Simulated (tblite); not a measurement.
# C3H11Ge2NSi: the cost of one run

Computed with tblite 0.8.0 and PySCF 2.14.0, with density-fitted response routines of our own, on a single molecule in the gas phase. Atoms count from 0, in the outputs and in this text.

## Step 1: The molecule as given

18 atoms, charge 0, multiplicity 1; geometry from: force field or distance geometry start.

Bonds of the start (Å): C0–Ge1 1.97, Ge1–C2 1.92, C2–C3 1.48, C3–N4 1.14, Ge1–Si5 2.32, Si5–Ge6 2.30, C0–H7 1.10, C0–H8 1.10, C0–H9 1.09, Ge1–H10 1.54, C2–H11 1.10, C2–H12 1.13, Si5–H13 1.48, Si5–H14 1.47, Ge6–H15 1.54, Ge6–H16 1.55, Ge6–H17 1.55.

## Step 2: Geometry optimisation with GFN2-xTB

Job settings and geometry (Å):

```
{"job": {"kind": "relax", "xc": "GFN2-xTB", "basis": "xTB"}, "charge": 0, "multiplicity": 1}
C     -1.862700    -1.795000    -0.348400
Ge    -0.699200    -0.212000    -0.428000
C     -1.504400     1.138900     0.667100
C     -1.483800     2.446900    -0.019700
N     -1.441700     3.465300    -0.533700
Si     1.324600    -0.980900     0.418500
Ge     2.967100     0.631600     0.388500
H     -2.915700    -1.468300    -0.377400
H     -1.664400    -2.273900     0.626900
H     -1.567300    -2.436100    -1.173800
H     -0.510400     0.239500    -1.883200
H     -1.082100     1.232300     1.676500
H     -2.588900     0.850800     0.827800
H      1.738600    -2.096300    -0.457800
H      1.137200    -1.565300     1.757800
H      2.476600     2.039200     0.773200
H      3.561700     0.646200    -1.044800
H      4.106200     0.143400     1.324700
```

On the command line:

```sh
$ OMP_NUM_THREADS=1 python probes_run.py task.json out
```

One launch serves the whole session: the jobs run in the order shown.

**Question.** How long does this first job take on 1 thread of Arm Neoverse N1, shared host, and how much memory does it need?

About 3.1 s, with a peak of 0.18 GiB.
